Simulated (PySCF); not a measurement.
# C3H5GeNO: the cost of one run

The runs use PySCF 2.14.0, with density-fitted response routines of our own; the level of theory stands in each step. All values are computed, except where a source is named. Atoms are numbered from 0 throughout.

**1. The molecule as given**

11 atoms, charge 0, multiplicity 1; geometry from: GFN2-xTB. The atoms were then displaced at random by about 0.01 Å, so the start is not that level's minimum.

Bonds of the start (Å): N0–Ge1 1.77, Ge1–C2 1.91, C2–C3 1.26, C3–C4 1.39, C4–O5 1.21, N0–H6 1.03, N0–H7 1.02, Ge1–H8 1.48, Ge1–H9 1.50, C4–H10 1.11.

**2. Geometry optimisation at PBE0-D3(BJ)/def2-SVP**

The job: settings as JSON, then the geometry in Å.

```
{"job": {"xc": "PBE0", "basis": "def2-SVP", "d3": "d3bj", "grid": 1, "shake": 0.01, "kind": "geom"}, "charge": 0, "multiplicity": 1}
N     -2.523180     0.241090    -0.054990
Ge    -1.309370    -0.815720     0.673900
C      0.486500    -0.263010     0.333100
C      1.654370     0.144640     0.087980
C      2.944430     0.588590    -0.196180
O      3.232330     1.574940    -0.829940
H     -2.597840     1.208060     0.298050
H     -2.570750     0.309360    -1.073340
H     -1.477600    -2.161270     0.093480
H     -1.512590    -0.787790     2.164590
H      3.711820    -0.064730     0.272620
```

Started as:

```
> OMP_NUM_THREADS=1 python probes_run.py task.json out
```

This one command runs all jobs of the session in turn.

**Question.** How long does this first job take on 1 thread of Arm Neoverse V1, shared host, and how much memory does it need?

About 70 s, with a peak of 0.52 GiB.
